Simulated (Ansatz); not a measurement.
# FH3O3Si: the cost of one run

All numbers below are computed with Ansatz 0.2.0 (RKS PBE0-D4/6-31G*).

## (1) The structure to begin with

Bond lengths: Si1–F2 1.590 Å, Si1–O3 1.680 Å, O3–H4 1.010 Å, Si1–O5 1.679 Å, O5–H6 1.010 Å, Si1–O7 1.679 Å, O7–H8 1.010 Å. Angles: F2–Si1–O3 109.4°, F2–Si1–O5 109.5°, F2–Si1–O7 109.5°, O3–Si1–O5 109.5°, O3–Si1–O7 109.5°, O5–Si1–O7 109.5°, Si1–O3–H4 109.5°, Si1–O5–H6 109.5°, Si1–O7–H8 109.5°.

Structure file:

```xyz
8

Si    0.0000    0.0000    0.0000
F     0.0000    0.0000    1.5900
O     1.5842    0.0000   -0.5594
H     1.9006   -0.9521   -0.6761
O    -0.7913    1.3709   -0.5594
H    -1.7491    1.1401   -0.7818
O    -0.7913   -1.3709   -0.5594
H    -1.2459   -1.8365    0.2129
```

## (2) Relaxing the start

input.yaml

```yaml
crystal:
  periodic: [false, false, false]
  atoms:
    - { symbol: Si, position_ang: [0.0, 0.0, 0.0] }
    - { symbol: F, position_ang: [0.0, 0.0, 1.59] }
    - { symbol: O, position_ang: [1.5842, 0.0, -0.5594] }
    - { symbol: H, position_ang: [1.9006, -0.9521, -0.6761] }
    - { symbol: O, position_ang: [-0.7913, 1.3709, -0.5594] }
    - { symbol: H, position_ang: [-1.7491, 1.1401, -0.7818] }
    - { symbol: O, position_ang: [-0.7913, -1.3709, -0.5594] }
    - { symbol: H, position_ang: [-1.2459, -1.8365, 0.2129] }
basis:
  gaussian: { orbitals: "6-31G*" }
hamiltonian:
  xc: pbe0
  dispersion: d4
relax:
  f_tol: 0.02
  max_steps: 40
```

Launch:

```console
$ ansatz run input.yaml --threads 1 --pin off --max-ram 2048MiB --backend cpu --events-out ev --progress --plain --runs-dir out
```

Q: Estimate wall time and peak memory on 1 thread of Arm Neoverse V1, shared host.

About 88 s, with a peak of 0.16 GiB.
